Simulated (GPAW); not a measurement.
A run of GPAW 26.7.0:

Contents of run.py:

```python
from ase import Atoms
from ase.dft.bandgap import bandgap
from ase.io import write
from ase.units import GPa
from gpaw import GPAW, PW

atoms = Atoms(['Cu', 'Cu', 'Cu', 'Mn', 'Mn', 'Al'],
              cell=[[2.4171901868, 1.395565405, 3.9671282347],
                    [-2.4171901868, 1.395565405, 3.9671282347],
                    [0.0, -2.79113081, 3.9671282347]],
              scaled_positions=[[0.0, 0.5, 0.5],
                                [0.5, 0.5, 0.0],
                                [0.5, 0.0, 0.5],
                                [0.126022, 0.126022, 0.126022],
                                [0.873978, 0.873978, 0.873978],
                                [0.5, 0.5, 0.5]],
              pbc=True)
atoms.set_initial_magnetic_moments([0.6, 0.6, 0.6, 4.0, 4.0, 0.0])

calc = GPAW(mode=PW(600),
            xc='LDA',
            kpts={'size': (5, 5, 5), 'gamma': True},
            occupations={'name': 'fermi-dirac', 'width': 0.05},
            nbands=59,
            convergence={'density': 1e-05, 'energy': 1e-05},
            maxiter=150,
            txt='gpaw.txt')
atoms.calc = calc
energy = atoms.get_potential_energy()
forces = atoms.get_forces()
stress = atoms.get_stress()
calc.write('gs.gpw')
write('result.traj', atoms)
print(f'Energy: {energy:.6f} eV')
print('Forces (eV/A):')
print(forces.round(4))
print('Stress (GPa):', (stress / GPa).round(3))
print('Moments:', calc.get_magnetic_moments().round(3))
print('Fermi level:', round(calc.get_fermi_level(), 4), 'eV')
print(f'Gap: {bandgap(calc)[0]:.4f} eV, direct: {bandgap(calc, direct=True)[0]:.4f} eV')

path = atoms.cell.bandpath('GLB1,BZGX,QFP1Z,LP', npoints=80, eps=1e-4)
bs_calc = calc.fixed_density(kpts=path, symmetry='off', nbands=82,
                             convergence={'bands': 'CBM+6.0', 'eigenstates': 1e-6}, txt='bands.txt')
bs = bs_calc.band_structure()
bs.write('bs.json')
print(f'Gap on the path: {bandgap(bs_calc)[0]:.4f} eV')
```

Potentials or basis: the program's PAW data sets (release 1.2.1) made for this functional, pw.

Launch:

```bash
$ OMP_NUM_THREADS=1 python run.py
```

Hardware: 1 thread of Arm Neoverse N1 (shared host).

Problem. Estimate the wall time of this run.

Solution. Wall time 20 min on 1 thread of Arm Neoverse N1, on a shared host, peak memory 0.99 GiB. Counts: scf iterations 21, plane waves 2715, bands 59, k points 19.
